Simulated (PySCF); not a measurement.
# C2H6BP (SMILES [BH3-][PH+]1C=C1) at B2PLYP/6-31G(d,p) (spherical functions)

What is the vertical ionisation energy of C2H6BP at B2PLYP/6-31G** (spherical functions)? 

Program for the calculation: PySCF 2.14.0.

## (1) The system as given

C2H6BP has 10 atoms, charge 0, and is taken as a singlet. As SMILES, `[BH3-][PH+]1C=C1`. The shape is that of a GFN2-xTB optimisation.

Bond lengths: B1–P2 1.948 Å, P2–C3 1.818 Å, P2–C4 1.818 Å, C3–C4 1.317 Å, B1–H5 1.188 Å, B1–H6 1.188 Å, B1–H7 1.190 Å, P2–H8 1.412 Å, C3–H9 1.069 Å, C4–H10 1.069 Å. Some angles: B1–P2–C3 125.5°, B1–P2–C4 125.4°, C3–P2–C4 42.5°, P2–C3–C4 68.8°, P2–C4–C3 68.8°, B1–P2–H8 128.6°, C3–P2–H8 102.1°, C4–P2–H8 102.1°, P2–B1–H5 105.4°, P2–B1–H6 105.4°.

## (2) A single-point energy at B2PLYP/6-31G(d,p) (spherical functions)

input.py

```python
# [BH3-][PH+]1C=C1
from pyscf import gto, dft, mp

molecule = gto.M(
    atom='''
B       -1.410150       0.298620      -0.981690
P       -0.201260      -0.441040       0.354770
C        1.613220      -0.453870       0.243300
C        1.194860       0.440750       1.115080
H       -1.699660      -0.613460      -1.685080
H       -2.331380       0.730200      -0.368790
H       -0.730250       1.125930      -1.499920
H       -0.447540      -1.468370       1.291520
H        2.486970      -0.838180      -0.237680
H        1.525210       1.219420       1.768500
''',
    verbose=3,
    spin=0,
    charge=0,
    basis='6-31g**',
    max_memory=1860,
)

myscf = dft.RKS(molecule)
myscf.xc = '0.53*HF + 0.47*B88, 0.73*LYP'
myscf.conv_tol = 1e-10
myscf.grids.level = 4
myscf.kernel()
if not myscf.converged:
    myscf = myscf.newton().run(myscf.mo_coeff, myscf.mo_occ)

pt = mp.MP2(myscf, frozen=8).run()
e_tot = myscf.e_tot + 0.27 * pt.e_corr
print('PT2 part  %.8f' % (0.27 * pt.e_corr))
print('Final energy', e_tot)
```

The run is started by

```console
$ OMP_NUM_THREADS=1 python input.py
```

Log:

```text
converged SCF energy = -445.471833155168
E(RMP2) = -446.077312200557  E_corr = -0.605479045389154
E(SCS-RMP2) = -446.079434342795  E_corr = -0.607601187626619
PT2 part  -0.16347934
Final energy -445.63531249742323
```

Wall time 16 s (1 thread of Arm Neoverse V1, shared host); peak memory 0.45 GiB.

## (3) The doublet cation, same level

run.py

```python
from pyscf import gto, dft, mp

system = gto.Mole()
system.atom = '''
B       -1.410150       0.298620      -0.981690
P       -0.201260      -0.441040       0.354770
C        1.613220      -0.453870       0.243300
C        1.194860       0.440750       1.115080
H       -1.699660      -0.613460      -1.685080
H       -2.331380       0.730200      -0.368790
H       -0.730250       1.125930      -1.499920
H       -0.447540      -1.468370       1.291520
H        2.486970      -0.838180      -0.237680
H        1.525210       1.219420       1.768500
'''
system.spin = 1
system.verbose = 4
system.basis = '6-31g**'
system.charge = 1
system.max_memory = 1860
system.build()

myscf = dft.UKS(system, xc='0.53*HF + 0.47*B88, 0.73*LYP')
myscf.conv_tol = 1e-10
myscf.grids.level = 4
myscf.kernel()
if not myscf.converged:
    myscf = myscf.newton().run(myscf.mo_coeff, myscf.mo_occ)

pt = mp.MP2(myscf, frozen=8).run()
e_tot = myscf.e_tot + 0.27 * pt.e_corr
print('PT2 part  %.8f' % (0.27 * pt.e_corr))
print('E = %.10f Eh' % e_tot)
```

The run is started by

```console
$ OMP_NUM_THREADS=1 python run.py
```

Log:

```text
PySCF version 2.14.0

[... 61 lines left out ...]
[... the frontier-level lines of each cycle are left out ...]
[... 79 lines left out ...]
SCF not converged.
SCF energy = -445.10251530081 after 50 cycles  <S^2> = 0.7625063  2S+1 = 2.0124674
[... 25 lines left out ...]
becke partition: Becke, JCP 88, 2547 (1988); DOI:10.1063/1.454033
pruning grids: <function nwchem_prune>
grids dens level: 4
symmetrized grids: False
atomic radii adjust function: <function treutler_atomic_radii_adjust>
small_rho_cutoff = 0
******** <class 'pyscf.dft.uks.UKS'> Newton solver flags ********
SCF tol = 1e-10
conv_tol_grad = None
max. SCF cycles = 50
direct_scf = True
direct_scf_tol = 1e-13
max_cycle_inner = 12
max_stepsize = 0.05
ah_start_tol = 1e+09
ah_level_shift = 0
ah_conv_tol = 1e-12
ah_lindep = 1e-14
ah_start_cycle = 1
ah_max_cycle = 40
ah_grad_trust_region = 2.5
kf_interval = 4
kf_trust_region = 5
canonicalization = True
Set conv_tol_grad to 1e-05
Initial guess E= -445.10251530081  |g|= 0.000276009
macro= 0  E= -445.10251628588  delta_E= -9.8507e-07  |g|= 0.000276009  1 KF 9 JK
macro= 1  E= -445.102445778626  delta_E= 7.05073e-05  |g|= 0.0006974  2 KF 9 JK
macro= 2  E= -445.102534285492  delta_E= -8.85069e-05  |g|= 1.67168e-05  4 KF 18 JK
macro= 3  E= -445.102534285491  delta_E= 9.09495e-13  |g|= 3.20804e-06  1 KF 2 JK
Canonicalize SCF orbitals
macro X = 4  E=-445.102534285491  |g|= 3.20804e-06  total 9 KF 43 JK
converged SCF energy = -445.102534285491  <S^2> = 0.76433388  2S+1 = 2.0142829

******** <class 'pyscf.mp.ump2.UMP2'> ********
nocc = (np.int64(11), np.int64(10)), nmo = (82, 82)
frozen orbitals 8
E(UMP2) = -445.688234280965  E_corr = -0.585699995474056
E(SCS-UMP2) = -445.688045221251  E_corr = -0.585510935759542
E_corr(same-spin) = -0.135379683241529
E_corr(oppo-spin) = -0.450320312232527
PT2 part  -0.15813900
E = -445.2606732843 Eh
```

Wall time 3 min (1 thread of Arm Neoverse V1, shared host); peak memory 0.65 GiB.

## (4) Results

At B2PLYP/6-31G** (spherical functions), 8 core orbitals frozen:

| quantity | value |
| --- | --- |
| singlet C2H6BP: total energy | -445.63531 Eh |
| singlet C2H6BP: dipole moment (SCF part) | 4.87 D |
| singlet C2H6BP: HOMO energy (SCF part's orbitals) | -9.02 eV |
| singlet C2H6BP: LUMO energy (SCF part's orbitals) | 0.84 eV |
| singlet C2H6BP: HOMO–LUMO gap (SCF part's orbitals) | 9.86 eV |
| doublet cation: total energy | -445.26067 Eh |
| doublet cation: HOMO energy (SCF part's orbitals) (highest over α and β) | -14.90 eV |
| doublet cation: LUMO energy (SCF part's orbitals) (lowest over α and β) | -11.07 eV |
| doublet cation: ⟨S²⟩ | 0.764 |
| vertical ionisation energy (to the doublet cation) | 10.194 eV |

What this shows: Removing an electron at fixed nuclei costs 10.19 eV (984 kJ/mol). The negative HOMO energy of the first species, 9.02 eV, lies 1.17 eV below that difference. Mulliken charges (singlet C2H6BP) run from -0.21 on C3 to +0.49 on P2; they depend strongly on the basis. Mulliken charges (doublet cation) run from -0.19 on B1 to +0.61 on P2; they depend strongly on the basis.
